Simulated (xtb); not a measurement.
# GFN1-xTB run of C2H11PSi2 (SMILES CC[SiH]([SiH3])P)

Wanted: a geometry optimisation of C2H11PSi2. 

Program for the calculation: xtb 6.7.1.

4 further runs of the same task are left out: 4 set aside as unsound or not needed.

### Step 1. The structure to begin with

C2H11PSi2: 16 atoms, total charge 0, spin state singlet. SMILES: `CC[SiH]([SiH3])P`. All atoms were displaced at random from a relaxed shape. The run starts from this shape.

Bond lengths: C1–C2 1.559 Å, C2–Si3 1.961 Å, Si3–Si4 2.330 Å, Si3–P5 2.361 Å, C1–H6 1.162 Å, C1–H7 1.001 Å, C1–H8 1.147 Å, C2–H9 1.165 Å, C2–H10 0.971 Å, Si3–H11 1.337 Å, Si4–H12 1.371 Å, Si4–H13 1.533 Å, Si4–H14 1.516 Å, P5–H15 1.381 Å, P5–H16 1.501 Å. Some angles: C1–C2–Si3 114.8°, C2–Si3–Si4 109.9°, C2–Si3–P5 101.4°, Si4–Si3–P5 111.1°, C1–C2–H9 104.0°, C1–C2–H10 105.5°, Si3–C2–H9 112.9°, Si3–C2–H10 116.6°, C2–C1–H6 112.0°, C2–C1–H7 111.6°.

### Step 2. A geometry optimisation at GFN1-xTB

input.inp

```
$chrg 0
$spin 0
$end
```

coord

```
$coord
      0.595509393653      4.365815368462      0.188046646662  c
      1.729042712249      1.740929089573     -0.520506163767  c
     -0.067878962397     -1.165885429849      0.914192807310  si
      1.247238139514     -4.867443168244     -1.074592760768  si
     -4.293401063366     -0.194490612746     -0.134454013767  p
      0.458749914014      4.641261848387      2.362800162665  h
      1.589958869476      5.782448557787     -0.576328673488  h
     -1.454068663855      4.582151215209     -0.483335250896  h
      1.739530692241      1.742270795121     -2.721904818127  h
      3.522751852482      1.864025849331     -0.150970220096  h
      0.403872267355     -0.977914372233      3.389677338786  h
     -0.130636766995     -6.878470812809     -0.198572421176  h
      4.008373671989     -5.398323928435     -0.373976800063  h
      1.024061484196     -4.589086510086     -3.917288872782  h
     -4.594793482983      1.422151189610      1.890935549346  h
     -5.198901130503     -2.568610234898      1.126730304547  h
$end
```

Command:

```sh
$ xtb -I input.inp -o tight --gfn 1 -- coord > run.log
```

What values should one expect? Wanted: total energy at the end; dipole moment; HOMO energy; LUMO energy; HOMO–LUMO gap; dispersion energy.

Computed results:

At GFN1-xTB:

| quantity | value |
| --- | --- |
| total energy at the end | -16.49877 Eh |
| dipole moment | 1.89 D |
| HOMO energy | -11.00 eV |
| LUMO energy | -6.86 eV |
| HOMO–LUMO gap | 4.14 eV |
| dispersion energy | -18.64 kJ/mol |

What this shows: At the final geometry: Bond lengths: C1–C2 1.546 Å, C2–Si3 1.935 Å, Si3–Si4 2.335 Å, Si3–P5 2.230 Å, C1–H6 1.092 Å, C1–H7 1.091 Å, C1–H8 1.092 Å, C2–H9 1.102 Å, C2–H10 1.101 Å, Si3–H11 1.473 Å, Si4–H12 1.464 Å, Si4–H13 1.464 Å, Si4–H14 1.464 Å, P5–H15 1.397 Å, P5–H16 1.397 Å. Some angles: C1–C2–Si3 114.6°, C2–Si3–Si4 108.3°, C2–Si3–P5 107.1°, Si4–Si3–P5 114.1°, C1–C2–H9 107.4°, C1–C2–H10 107.4°, Si3–C2–H9 111.3°, Si3–C2–H10 111.1°, C2–C1–H6 111.0°, C2–C1–H7 110.1°. The optimisation took 21 steps and changed the energy by -1.298 eV. Mulliken charges run from -0.14 on C2 to +0.15 on Si4.
